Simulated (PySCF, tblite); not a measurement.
# Ga2N3H10+, a small gas-phase stand-in for a defect centre (GaN 2-ring): NMR shifts, core binding energies and electronic excitations

Aim: the NMR shifts, core binding energies and electronic excitations of `[NH3+][GaH-]1[NH2+][GaH2-][NH2+]1`. It is drawn as: protonated amine.

Computed with tblite 0.8.0 and PySCF 2.14.0; each step states its level. No surroundings beyond the atoms listed, unless a continuum is named. Atoms count from 0, parts from 1.

## Step 1: The system as given

15 atoms, charge 1, multiplicity 1; geometry: distance geometry start.

## Step 2: Geometry optimisation with GFN2-xTB

What the job is given:

```
{"job": {"kind": "relax", "xc": "GFN2-xTB", "basis": "xTB"}, "charge": 1, "multiplicity": 1}
N      0.510530     1.446626    -1.487063
Ga     2.106877     1.724147    -0.378958
N      2.520602    -0.198272    -0.494592
Ga     0.907174    -0.458367    -1.565892
N     -0.395016    -1.519662    -0.650939
H      0.616569     1.881779    -2.366188
H     -0.335961     1.597729    -0.943989
H      3.147852     2.546757    -1.098792
H      1.745419     2.130640     1.024620
H      3.368935    -0.337558    -1.002161
H      2.408911    -0.614743     0.436167
H      1.249090    -0.925780    -2.965742
H     -1.010285    -0.915245    -0.087756
H      0.055078    -2.174770    -0.050191
H     -0.955384    -2.037369    -1.336819
```

With the program's defaults for keys left out, this is: GFN2-xTB geometry optimisation, gas phase.

Command:

```console
OMP_NUM_THREADS=1 python cluster_run.py task.json out
```

This one command runs all jobs of the session in turn.

Log:

```text
step      E/eV     max force
  0    -431.43763    2.028
  1    -431.65932    1.403
  2    -431.85879    1.004
  3    -432.04364    1.079
  4    -432.13705    0.791
  5    -432.18390    0.438
  6    -432.20753    0.412
  7    -432.22195    0.234
  8    -432.22559    0.131
  9    -432.22858    0.142
 10    -432.23174    0.171
 11    -432.23462    0.193
 12    -432.23709    0.157
 13    -432.23867    0.080
 14    -432.23949    0.061
 15    -432.24000    0.082
 16    -432.24034    0.075
 17    -432.24057    0.041
 18    -432.24072    0.031
 19    -432.24086    0.051
 20    -432.24107    0.061
 21    -432.24134    0.054
 22    -432.24163    0.046
 23    -432.24193    0.056
 24    -432.24232    0.084
 25    -432.24287    0.105
 26    -432.24353    0.094
 27    -432.24410    0.047
 28    -432.24448    0.042
 29    -432.24482    0.070
 30    -432.24544    0.113
 31    -432.24663    0.148
 32    -432.24858    0.151
 33    -432.25082    0.166
 34    -432.25299    0.125
 35    -432.25373    0.183
 36    -432.25564    0.134
 37    -432.25669    0.106
 38    -432.25950    0.126
 39    -432.26064    0.138
 40    -432.26505    0.154
 41    -432.26874    0.189
 42    -432.27164    0.180
 43    -432.27491    0.254
 44    -432.27358    0.300
 45    -432.27960    0.209
 46    -432.28107    0.106
 47    -432.28229    0.087
 48    -432.28435    0.135
 49    -432.28614    0.140
 50    -432.29081    0.161
 51    -432.29540    0.162
 52    -432.28813    0.496
 53    -432.29766    0.076
 54    -432.29843    0.068
 55    -432.29971    0.100
 56    -432.30013    0.086
 57    -432.30149    0.060
 58    -432.30202    0.060
 59    -432.30289    0.071
 60    -432.30352    0.069
 61    -432.30445    0.093
 62    -432.30547    0.095
 63    -432.30653    0.097
 64    -432.30739    0.104
 65    -432.30771    0.129
 66    -432.30898    0.097
 67    -432.30997    0.058
 68    -432.31108    0.049
 69    -432.31155    0.046
 70    -432.31208    0.057
 71    -432.31244    0.058
 72    -432.31318    0.047
 73    -432.31360    0.051
 74    -432.31436    0.057
 75    -432.31536    0.087
 76    -432.31637    0.094
 77    -432.31694    0.167
 78    -432.31760    0.060
 79    -432.31814    0.054
 80    -432.31869    0.050
 81    -432.31915    0.053
 82    -432.31959    0.063
 83    -432.31991    0.057
 84    -432.32028    0.047
 85    -432.32076    0.052
 86    -432.32136    0.057
 87    -432.32203    0.069
 88    -432.32270    0.074
 89    -432.32345    0.067
 90    -432.32418    0.052
 91    -432.32478    0.065
 92    -432.32528    0.072
 93    -432.32570    0.057
 94    -432.32607    0.049
 95    -432.32641    0.068
 96    -432.32675    0.057
 97    -432.32719    0.068
 98    -432.32776    0.057
 99    -432.32851    0.041
100    -432.32881    0.052
101    -432.32918    0.044
102    -432.32951    0.039
103    -432.32984    0.040
104    -432.33009    0.041
105    -432.33034    0.056
106    -432.33057    0.044
107    -432.33073    0.035
108    -432.33089    0.027
109    -432.33104    0.028
110    -432.33117    0.023
111    -432.33128    0.023
112    -432.33136    0.019
113    -432.33144    0.020
114    -432.33153    0.028
115    -432.33163    0.030
116    -432.33175    0.025
117    -432.33190    0.028
118    -432.33206    0.035
119    -432.33221    0.031
120    -432.33234    0.056
121    -432.33248    0.033
122    -432.33262    0.019
123    -432.33268    0.020
124    -432.33275    0.021
125    -432.33284    0.027
126    -432.33293    0.029
127    -432.33302    0.025
128    -432.33310    0.020
129    -432.33315    0.017
130    -432.33318    0.014
131    -432.33319    0.010
132    -432.33320    0.009
133    -432.33322    0.009
134    -432.33323    0.009
135    -432.33326    0.011
136    -432.33328    0.017
137    -432.33330    0.018
138    -432.33333    0.014
139    -432.33334    0.008
```

Wall time 1.5 s (1 thread of Arm Neoverse V1, shared host).

The steps of the relaxation:

```csv
step,energy from step 0 (eV),largest force (eV/Å)
0,0.0000,2.0281
5,-0.7463,0.4381
10,-0.7941,0.1714
15,-0.8024,0.0817
20,-0.8034,0.0610
25,-0.8052,0.1054
30,-0.8078,0.1134
35,-0.8161,0.1832
40,-0.8274,0.1541
45,-0.8420,0.2097
50,-0.8532,0.1609
55,-0.8621,0.1000
60,-0.8659,0.0695
65,-0.8701,0.1295
70,-0.8744,0.0573
75,-0.8777,0.0873
80,-0.8811,0.0500
85,-0.8831,0.0524
90,-0.8865,0.0519
95,-0.8888,0.0688
100,-0.8912,0.0517
105,-0.8927,0.0556
110,-0.8935,0.0236
115,-0.8940,0.0303
120,-0.8947,0.0558
125,-0.8952,0.0267
130,-0.8956,0.0145
135,-0.8956,0.0109
139,-0.8957,0.0083
```

Close pairs (by a distance rule), those that changed most:

```csv
bond,before (Å),after (Å),change (Å)
Ga3–N4,1.913,2.101,+0.188
N0–Ga1,1.963,2.105,+0.142
Ga1–N2,1.970,2.106,+0.136
Ga1–H8,1.505,1.556,+0.051
N0–H5,0.987,1.024,+0.037
N4–H13,0.996,1.025,+0.029
N0–Ga3,1.947,1.976,+0.028
N2–H9,0.998,1.024,+0.026
```

## Step 3: Geometry optimisation at PBE0-D3(BJ)/def2-SVP

What the job is given:

```
{"job": {"xc": "PBE0", "basis": "def2-SVP", "d3": "d3bj", "grid": 2, "kind": "geom", "shake": 0.01}, "charge": 1, "multiplicity": 1}
N     -0.459074     1.186163    -0.923422
Ga     0.752050     1.474802     0.752094
N      1.522202    -0.392886     0.178794
Ga     0.019525    -0.705257    -0.989864
N     -1.367257    -1.395089     0.460930
H     -0.098820     1.739700    -1.721610
H     -1.443784     1.515009    -0.879535
H      1.787773     2.607199     0.527236
H     -0.149670     1.205704     2.007826
H      2.403474    -0.247226    -0.332674
H      1.797660    -1.066559     0.918092
H      0.073433    -1.504790    -2.264946
H     -1.305931    -0.721557     1.250979
H     -1.189395    -2.323229     0.845155
H     -2.353112    -1.397356     0.185614
```

Log:

```text
step   0  E = -4018.56758892  max force = 0.017047
step   1  E = -4018.57112181  max force = 0.005881
step   2  E = -4018.57192593  max force = 0.003938
step   3  E = -4018.57222150  max force = 0.001164
step   4  E = -4018.57227878  max force = 0.001321
step   5  E = -4018.57231248  max force = 0.000902
step   6  E = -4018.57232336  max force = 0.000432
optimisation converged
```

Run time: 2.2 min. Hardware: 1 thread of Arm Neoverse V1, shared host; peak memory 0.8 GiB.

Step by step:

```csv
step,energy from step 0 (eV),largest force component (eV/Å)
0,0.0000,0.8766
1,-0.0961,0.3024
2,-0.1180,0.2025
3,-0.1261,0.0599
4,-0.1276,0.0679
5,-0.1285,0.0464
6,-0.1288,0.0222
```

Close pairs (by a distance rule), those that changed most:

```csv
bond,before (Å),after (Å),change (Å)
Ga3–N4,2.122,2.063,-0.060
Ga3–H11,1.506,1.544,+0.038
Ga1–N2,2.100,2.066,-0.034
N2–Ga3,1.929,1.959,+0.030
N0–Ga1,2.087,2.063,-0.025
N0–H6,1.039,1.021,-0.018
N2–H10,1.037,1.021,-0.016
N0–H5,1.036,1.023,-0.013
```

The next job starts from the end point, and lists it.

```csv
at the end point,value
point group (found at 0.08 Å tolerance),Cs
"rotational constants (GHz, main isotopes)","3.491, 1.209, 1.190"
```

## Step 4: Shielding tensors: PBE0/pcSseg-1

What the job is given:

```
{"job": {"kind": "nmr", "xc": "PBE0", "basis": "pcSseg-1"}, "charge": 1, "multiplicity": 1}
N     -0.861278     1.077187    -0.763491
Ga     0.469009     1.628684     0.713045
N      1.573581     0.066517    -0.066385
Ga     0.016705    -0.657713    -1.009720
N     -0.851604    -1.673348     0.561505
H     -0.818913     1.678963    -1.589553
H     -1.843212     1.078976    -0.482276
H      1.125803     3.001956     0.427110
H     -0.161601     1.005294     2.012558
H      2.316721     0.386033    -0.692774
H      2.040867    -0.528120     0.619864
H      0.016008    -1.514085    -2.293944
H     -0.871331    -1.084872     1.403314
H     -0.345789    -2.529683     0.806161
H     -1.815672    -1.960657     0.369518
```

Method: GIAO PBE0/pcSseg-1 NMR shielding, non-relativistic, gas phase.

Log:

```text
coarse grid: 54912 points
cycle   1  E = -4018.6032321237  dE = -7.311e-01  |g| = 1.356e+00  |ddm| = 3.539e+00
cycle   2  E = -4018.5018981811  dE =  1.013e-01  |g| = 1.587e+00  |ddm| = 1.265e+00
cycle   3  E = -4018.7471356673  dE = -2.452e-01  |g| = 1.374e-01  |ddm| = 8.119e-01
cycle   4  E = -4018.7498577483  dE = -2.722e-03  |g| = 7.202e-02  |ddm| = 1.336e-01
cycle   5  E = -4018.7508312318  dE = -9.735e-04  |g| = 5.495e-03  |ddm| = 5.141e-02
cycle   6  E = -4018.7508377164  dE = -6.485e-06  |g| = 1.544e-03  |ddm| = 6.532e-03
final grid: 113280 points
cycle   7  E = -4018.7508066306  dE =  1.059e-07  |g| = 1.850e-03  |ddm| = 2.791e-03
cycle   8  E = -4018.7508061303  dE =  5.003e-07  |g| = 2.487e-03  |ddm| = 2.660e-03
cycle   9  E = -4018.7508073096  dE = -1.179e-06  |g| = 1.180e-04  |ddm| = 1.460e-03
cycle  10  E = -4018.7508073118  dE = -2.213e-09  |g| = 1.491e-05  |ddm| = 8.760e-05
cycle  11  E = -4018.7508073118  dE = -2.910e-11  |g| = 4.319e-06  |ddm| = 1.282e-05
converged SCF energy = -4018.7508073118

GIAO shielding tensors (ppm)
atom      isotropic    diamagn.    paramagn.     s11        s22        s33       span
  0 N      235.857     324.161     -88.304    218.468    235.802    253.300     34.832
  1 Ga    1495.104    2639.473   -1144.369   1379.844   1423.843   1681.625    301.782
  2 N      235.798     324.084     -88.286    218.225    235.720    253.450     35.225
  3 Ga    1476.891    2638.008   -1161.117   1324.139   1415.625   1690.910    366.771
  4 N      235.141     320.643     -85.501    229.622    236.954    238.848      9.226
  5 H       29.476      30.603      -1.127     23.299     23.863     41.268     17.969
  6 H       30.224      31.833      -1.610     23.596     24.888     42.187     18.591
  7 H       26.180      27.554      -1.374     19.965     20.431     38.143     18.178
  8 H       26.441      29.463      -3.022     20.224     23.015     36.084     15.860
  9 H       29.476      30.605      -1.129     23.295     23.909     41.224     17.929
 10 H       30.228      31.817      -1.588     23.559     24.867     42.258     18.699
 11 H       26.078      26.673      -0.595     19.424     19.984     38.825     19.401
 12 H       27.502      31.299      -3.796     19.118     26.196     37.194     18.076
 13 H       28.623      28.340       0.283     21.885     23.691     40.294     18.409
 14 H       28.598      28.233       0.365     21.860     23.557     40.377     18.518
```

Wall time 31 s (1 thread of Arm Neoverse V1, shared host); peak memory 0.99 GiB.

Shifts follow as δ = σ(reference) − σ, with reference shieldings (ppm) from runs at the same level and on the same kind of geometry: 1H TMS 31.27, 15N NH3 265.7, 71Ga GaH4- 1710. The references are single molecules in the gas phase, so shifts against H2O, NH3, PH3, H3PO4 or CFCl3 are not on the usual liquid scales and can be off by tens of ppm. Shifts against hydride references such as AlH4− lie on their own scale. Atoms listed in one row are averaged.

```csv
atoms,environment,σ (ppm),δ (ppm)
H11,hydrogen on a Ga bonded to 3 N,26.08,5.19
H7,hydrogen on a Ga bonded to 2 N,26.18,5.09
H8,hydrogen on a Ga bonded to 2 N,26.44,4.83
H12,hydrogen on a nitrogen bonded to Ga,27.50,3.76
"H13, H14",hydrogen on a nitrogen bonded to Ga,28.61,2.66
"H5, H9",hydrogen on a nitrogen bonded to 2 Ga,29.48,1.79
"H6, H10",hydrogen on a nitrogen bonded to 2 Ga,30.23,1.04
N4,"nitrogen bonded to Ga, 3 H",235.1,30.5
"N0, N2","nitrogen bonded to 2 Ga, 2 H",235.8,29.8
Ga3,"Ga bonded to 3 N, H",1477,233
Ga1,"Ga bonded to 2 N, 2 H",1495,215
```

The run also stored atomic charges by several schemes (e):

```csv
atoms,Mulliken,IAO,Hirshfeld,ESP fit
"N0, N2",-0.82,-0.73,-0.26,-0.67
Ga1,0.53,0.53,0.40,0.63
Ga3,1.03,0.80,0.51,0.71
N4,-0.53,-0.58,-0.14,-0.73
```

Mayer bond orders: N0–Ga1 0.43, Ga1–N2 0.42, N2–Ga3 0.55, Ga3–N4 0.38, Ga3–N0 0.55.

Ring of atoms N0, Ga1, N2, Ga3: NICS(0) -3.8, NICS(1) -1.2, NICS(1)zz 1.2 ppm (means of both faces).

## Step 5: Core holes by ΔSCF: SCAN, X2C

Same as in step 4 but for these lines:

```diff
@@ -1,2 +1,2 @@
-{"job": {"kind": "nmr", "xc": "PBE0", "basis": "pcSseg-1"}, "charge": 1, "multiplicity": 1}
+{"job": {"kind": "xps", "holes": 5}, "charge": 1, "multiplicity": 1}
 N     -0.861278     1.077187    -0.763491
```

Level: delta-SCF UKS SCAN, pcX-2 on the ionised atom, pcseg-1 elsewhere, spin-free X2C.

Log:

```text
ground state, core basis on atom 2 (N), 177 functions
  cycle   1  E = -4049.49954592  |g| = 5.71e-01
  cycle   2  E = -4049.40052066  |g| = 8.69e-01
  cycle   3  E = -4049.56547983  |g| = 1.24e-01
  cycle   4  E = -4049.56949182  |g| = 3.27e-02
  cycle   5  E = -4049.56969693  |g| = 1.39e-02
  cycle   6  E = -4049.56973527  |g| = 4.47e-03
  cycle   7  E = -4049.56974236  |g| = 1.87e-03
  cycle   8  E = -4049.56974078  |g| = 7.64e-04
  cycle   9  E = -4049.56974267  |g| = 4.89e-05
  E(ground) = -4050.09143563 Eh
hole in N 1s of atom 2
  cycle   1  E = -4033.80766683  |g| = 1.86e+00
  cycle   2  E = -4033.15033237  |g| = 2.08e+00
  cycle   3  E = -4034.47395727  |g| = 3.69e-01
  cycle   4  E = -4034.51620558  |g| = 1.04e-01
  cycle   5  E = -4034.51983947  |g| = 6.01e-02
  cycle   6  E = -4034.52143755  |g| = 1.51e-02
  cycle   7  E = -4034.52155420  |g| = 4.21e-03
  cycle   8  E = -4034.52156461  |g| = 1.95e-03
  cycle   9  E = -4034.52156400  |g| = 8.85e-04
  cycle  10  E = -4034.52156247  |g| = 1.67e-04
  E(ion) = -4035.04326926 Eh   <S^2> = 0.7660   hole on atom = 1.000   binding energy = 409.481 eV
ground state, core basis on atom 4 (N), 177 functions
  cycle   1  E = -4049.56881415  |g| = 7.33e-02
  cycle   2  E = -4049.56876584  |g| = 2.27e-02
  cycle   3  E = -4049.56863477  |g| = 3.22e-02
  cycle   4  E = -4049.56887523  |g| = 2.33e-03
  cycle   5  E = -4049.56887686  |g| = 5.89e-04
  cycle   6  E = -4049.56887794  |g| = 1.40e-04
  E(ground) = -4050.09107821 Eh
hole in N 1s of atom 4
  cycle   1  E = -4033.73843266  |g| = 1.85e+00
  cycle   2  E = -4030.18873115  |g| = 2.75e+00
  cycle   3  E = -4034.20077020  |g| = 5.67e-01
  cycle   4  E = -4034.36213493  |g| = 3.47e-01
  cycle   5  E = -4034.40811359  |g| = 1.79e-01
  cycle   6  E = -4034.42376729  |g| = 3.47e-02
  cycle   7  E = -4034.42434217  |g| = 6.81e-03
  cycle   8  E = -4034.42436944  |g| = 2.02e-03
  cycle   9  E = -4034.42437265  |g| = 1.84e-03
  cycle  10  E = -4034.42437428  |g| = 5.51e-04
  cycle  11  E = -4034.42437606  |g| = 1.76e-04
  E(ion) = -4034.94625851 Eh   <S^2> = 0.7645   hole on atom = 1.000   binding energy = 412.112 eV
```

Run time: 25 s. Hardware: 1 thread of Arm Neoverse V1, shared host; peak memory 0.6 GiB.

Binding energies by hole, beside the orbital energy of the ground state; the difference holds orbital relaxation and, for a density functional, its self-interaction error:

```csv
hole,stands for,environment,ΔSCF (eV),−ε (eV),⟨S²⟩
N1s on N2,"N0, N2","nitrogen bonded to 2 Ga, 2 H",409.48,390.8,0.766
N1s on N4,N4,"nitrogen bonded to Ga, 3 H",412.11,392.6,0.764
```

Each hole run stands for the others of its class of like atoms.

## Step 6: Ultraviolet spectrum: CAM-B3LYP/def2-SVPD

Same as in step 5 but for these lines:

```diff
@@ -1,2 +1,2 @@
-{"job": {"kind": "xps", "holes": 5}, "charge": 1, "multiplicity": 1}
+{"job": {"kind": "uv", "xc": "CAM-B3LYP", "basis": "def2-SVPD", "nstates": 6, "ntriplets": 2, "ip": true}, "charge": 1, "multiplicity": 1}
 N     -0.861278     1.077187    -0.763491
```

With the program's defaults for keys left out, this is: TDDFT CAM-B3LYP/def2-SVPD, vertical, gas phase, core orbitals frozen in the response.

Log:

```text
coarse grid: 54912 points
cycle   1  E = -4019.3495422469  dE = -6.277e-01  |g| = 7.500e-01  |ddm| = 5.851e+00
cycle   2  E = -4019.3421919419  dE =  7.350e-03  |g| = 8.504e-01  |ddm| = 1.810e+00
cycle   3  E = -4019.4317307149  dE = -8.954e-02  |g| = 4.258e-02  |ddm| = 1.008e+00
cycle   4  E = -4019.4320977336  dE = -3.670e-04  |g| = 2.729e-02  |ddm| = 1.631e-01
cycle   5  E = -4019.4322365917  dE = -1.389e-04  |g| = 4.696e-03  |ddm| = 3.311e-02
cycle   6  E = -4019.4322422935  dE = -5.702e-06  |g| = 6.515e-04  |ddm| = 1.125e-02
final grid: 113280 points
cycle   7  E = -4019.4322078231  dE = -1.395e-07  |g| = 5.311e-04  |ddm| = 9.757e-03
cycle   8  E = -4019.4322078171  dE =  6.008e-09  |g| = 6.130e-04  |ddm| = 1.740e-03
cycle   9  E = -4019.4322078821  dE = -6.500e-08  |g| = 3.963e-05  |ddm| = 7.203e-04
cycle  10  E = -4019.4322078825  dE = -4.165e-10  |g| = 1.151e-05  |ddm| = 1.147e-04
converged SCF energy = -4019.4322078825

Static polarisability (au): isotropic 74.806, principal 67.259 72.214 84.945

Singlet excitations
state   eV       nm        f      main configurations
  1   7.1757    172.8   0.00440   H->L+1 0.72, H-1->L+1 0.17
  2   7.3408    168.9   0.00300   H-1->L+1 0.71, H->L+1 0.14
  3   7.4100    167.3   0.05071   H->L 0.51, H->L+2 0.20, H-1->L 0.16
  4   7.4576    166.3   0.03354   H-1->L 0.70, H->L 0.23
  5   7.6785    161.5   0.13957   H-1->L+2 0.50, H->L+2 0.24, H->L 0.11
  6   8.1764    151.6   0.00269   H->L+2 0.48, H-1->L+2 0.38

Triplet excitations (Tamm-Dancoff, eV): 6.8233 6.9481
Vertical ionisation energy (delta-SCF) = 14.5028 eV
Vertical electron affinity (delta-SCF) = 3.0814 eV
```

It took 5.1 min on 1 thread of Arm Neoverse V1, shared host; peak memory 1.2 GiB.

Frontier orbitals and where they lie:

```csv
orbital,eV,atoms
HOMO−3,-15.50,"H11 31 %, Ga3 30 %, Ga1 11 %"
HOMO−2,-15.07,"N2 34 %, N0 34 %, Ga1 11 %"
HOMO−1,-13.79,"H8 27 %, Ga1 24 %, N2 14 %"
HOMO,-13.60,"H7 33 %, Ga1 32 %, H8 8 %"
LUMO,-3.71,"Ga3 30 %, N4 12 %, H13 12 %"
LUMO+1,-3.28,"Ga3 25 %, Ga1 22 %, H11 7 %"
LUMO+2,-3.05,"Ga3 34 %, Ga1 15 %, H11 8 %"
```

With each of the 6 states as a Gaussian band of 0.4 eV half-width at 1/e, the curve within the window shown has maxima at 163 nm (ε 8,400) L/(mol cm). Beyond the last state computed it falls off for lack of states. The curve at chosen wavelengths:

(nm, ε (L/mol/cm)): (146, 172), (148, 408), (149, 609), (151, 1256), (153, 2304), (154, 2980), (156, 4550), (158, 6181), (159, 6913), (161, 8006), (163, 8429), (164, 8370), (166, 7765), (168, 6682), (170, 5369), (171, 4697), (173, 3437), (175, 2375), (176, 1935), (178, 1236), (180, 752), (181, 577), (183, 329), (185, 180), (186, 131), (188, 68)

Further results of this job:

```csv
property,computed
polarisability (Å³),11.09
HOMO–LUMO gap (eV),9.89
−ε(HOMO) (eV),13.60
```

## Step 7: What came out

| quantity | value |
| --- | --- |
| point group | Cs |
| rotational constants (main isotopes) | 3.49, 1.21, 1.19 GHz |
| 1H shifts against TMS (PBE0/pcSseg-1, means over atoms taken as alike) | 5.19, 5.09, 4.83, 3.76, 2.66, 1.79, 1.04 ppm |
| 15N shifts against NH3 (PBE0/pcSseg-1, means over atoms taken as alike) | 30.5, 29.8 ppm |
| 71Ga shifts against GaH4- (PBE0/pcSseg-1) | 233, 215 ppm |
| N1s binding energies, SCAN/pcX-2 | N4 412.11, N2 409.48 eV |
| lowest singlet (CAM-B3LYP/def2-SVPD) | 7.18 eV (173 nm), f = 0.004 |
| brightest single state of those computed | state 5, 7.68 eV, f = 0.140 |
| lowest triplet | 6.82 eV |
| vertical ionisation energy (ΔSCF) | 14.50 eV |
| vertical electron affinity (ΔSCF) | 3.08 eV |

The start of the PBE0/def2-SVP relaxation was shaken at random by about 0.01 Å, so part of the energy gained, and of the first lengths quoted, undoes that. Over 6 steps the energy fell by 0.129 eV; of the close pairs, Ga3–N4 changed most, 2.122 to 2.063 Å (PBE0/def2-SVP). No frequency check was run at this level, so the end point may be a saddle. Hydrogens of an XH3 group are listed apart at this fixed geometry; free rotation makes them one line at their mean. At PBE0/pcSseg-1: The widest tensor belongs to Ga3: span 367 ppm, with a paramagnetic part of -1161 ppm. At SCAN/pcX-2: The N1s levels kept as sound span 2.63 eV, from N2 (nitrogen bonded to 2 Ga, 2 H) up to N4 (nitrogen bonded to Ga, 3 H). The first singlet state (HOMO→LUMO+1 0.72, HOMO−1→LUMO+1 0.17) lies at 7.18 eV and is weak; of the 6 states computed, the strongest absorption comes from state 5 at 7.68 eV. The lowest triplet lies 0.35 eV below the lowest singlet (triplets in Tamm-Dancoff, singlets in full TDDFT). The orbital energy would give 13.60 eV for ionisation, ΔSCF gives 14.50 eV. Spin-orbit coupling is left out, which matters for shieldings and couplings at and beside the heavy atoms. A capped cluster stands for the solid here, so long-range fields and strain are missing, and bands or shifts of the capping hydrogens have no counterpart in it.
